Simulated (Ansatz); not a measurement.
Sn3Se in Ansatz: the effect of functional

Sn3Se:

```xyz
4
Lattice="0.0000 3.8064 3.8064 3.8064 0.0000 3.8064 3.8064 3.8064 0.0000" Properties=species:S:1:pos:R:3 pbc="T T T"
Sn    3.8064    3.8064    3.8064
Sn    5.7095    5.7095    5.7095
Sn    1.9032    1.9032    1.9032
Se    0.0000    0.0000    0.0000
```

The cell comes from a database or a generator and needn't be the stable form of this composition.

The cell isn't the ideal one: volume scaled by 1.06.

Alike in all runs:

* Program: Ansatz 0.2.0
* Task: single point
* Potentials or basis: Ansatz PAW
* k mesh: 6 × 6 × 6
* Occupations: fermi-dirac, width 0.05 eV
* Spin: no spin polarisation

Q: One run gave: pressure -2.6 GPa. Which functional did it use?
A. r2SCAN
B. PBE
C. LDA

A: B.

```csv
functional,cutoff,pressure (GPa)
r2SCAN,500 eV (not typed: the program's choice for these potentials),-3.7
PBE,420 eV (not typed: the program's choice for these potentials),-2.6
LDA,420 eV (not typed: the program's choice for these potentials),-6.5
```

Caveats: the PAW data sets come from PBE, with cores solved anew for the run's functional, which leaves a small shift of forces and pressure (some runs).
